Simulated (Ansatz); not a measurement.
# CO2: the cost of one run

Computed with Ansatz 0.2.0 (DFT r2SCAN, scalar-relativistic, plane waves, PAW, unless a step's input says otherwise).

1 further run of the same task is left out (set aside as unsound or not needed).

### Step 1. The structure to begin with

The structure is tetragonal, space group P4_2/mnm (No. 136). Conventional cell: a = 4.364 Å, b = 4.364 Å, c = 4.646 Å, α = 90.00°, β = 90.00°, γ = 90.00°. Around C (site symmetry mmm) lie 2 O at 1.16 Å. Around O (site symmetry m2m) lie 1 C at 1.16 Å.

Coordinates:

```
C O
1.0
     4.36358    0.00000    0.00000
     0.00000    4.36358    0.00000
     0.00000    0.00000    4.64574
C O
2 4
Direct
  0.50000 0.50000 0.50000
  0.00000 0.00000 0.00000
  0.31197 0.68803 0.50000
  0.68803 0.31197 0.50000
  0.18803 0.18803 0.00000
  0.81197 0.81197 0.00000
```

It goes back to an entry of the Materials Project, which need not be the stable form.

It is the result of an earlier relaxation at this level (volume 14.74 Å³/atom; gap on the mesh: 7.29 eV).

### Step 2. The cell scaled to 0.97 of its volume

File input.yaml:

```yaml
crystal:
  lattice:
    - [4.3195009386, 0.0, 0.0]
    - [0.0, 4.3195009386, 0.0]
    - [0.0, 0.0, 4.5988103414]
  atoms:
    - { symbol: C, position: [0.5, 0.5, 0.5] }
    - { symbol: C, position: [0.0, 0.0, 0.0] }
    - { symbol: O, position: [0.3119733953, 0.6880266047, 0.5] }
    - { symbol: O, position: [0.6880266047, 0.3119733953, 0.5] }
    - { symbol: O, position: [0.1880266047, 0.1880266047, 0.0] }
    - { symbol: O, position: [0.8119733953, 0.8119733953, 0.0] }
basis:
  ecutwfc: 500
kpoints:
  mp_grid: { grid: [6, 6, 6] }
hamiltonian:
  xc: r2scan
scf:
  occupations: { method: gaussian, width: 0.02 }
output:
  forces: true
  stress: true
  eigenvalues: true
  write_density: true
  write_potential: true
  elf: true
  volumetric_format: npy
relax:
  adjacent_minimum: "off"
  f_tol: 0.01
  max_steps: 30
  cell: { stress_tol: 0.1, fix: [volume] }
```

Run with:

```console
$ ansatz run input.yaml --threads 1 --pin off --max-ram 2560MiB --backend cpu --events-out ev --progress --plain --runs-dir out
```

**Question.** How long does this run take on 1 thread of AMD EPYC 7R13 (Zen 3), shared host, and how much memory does it need?

About 32 s, with a peak of 0.59 GiB.
